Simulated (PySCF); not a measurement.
# C₄H₇FGeN₂: magnetic properties

Computed with PySCF 2.14.0 and routines of our own; the level stands in each step. Atoms count from 0.

## (1) The system as given

15 atoms, charge 0, multiplicity 1; geometry from: GFN2-xTB.

## (2) Magnetic properties: GIAO PBE/pcSseg-1

What the job is given:

```
{"job": {"kind": "mag", "xc": "PBE", "basis": "pcSseg-1", "isotopologues": 2}, "charge": 0, "multiplicity": 1}
C     -2.540862     0.250876     0.593426
C     -1.149688    -0.010019     0.131720
C      0.045671     0.470589     0.618213
N      1.048840    -0.040145    -0.126470
Ge     2.881616     0.085620    -0.237931
N      0.564886    -0.838726    -1.092154
C     -0.739160    -0.822347    -0.940809
F     -1.539074    -1.526561    -1.738872
H     -3.214458    -0.493757     0.176609
H     -2.872872     1.236232     0.266329
H     -2.596734     0.216573     1.679652
H      0.251126     1.131868     1.437878
H      3.363619    -1.318556    -0.291143
H      3.313901     0.824258     0.988977
H      3.178776     0.842086    -1.487338
```

Method: GIAO PBE/pcSseg-1 magnetisability, rotational g tensor and spin-rotation constants, non-relativistic, gas phase.

Started as:

```bash
> OMP_NUM_THREADS=1 python excited_run.py task.json out
```

This one command runs all jobs of the session in turn.

**Question.** How long does this first job take on 1 thread of Arm Neoverse V2, shared host, and how much memory does it need?

About 47 s, with a peak of 0.73 GiB.
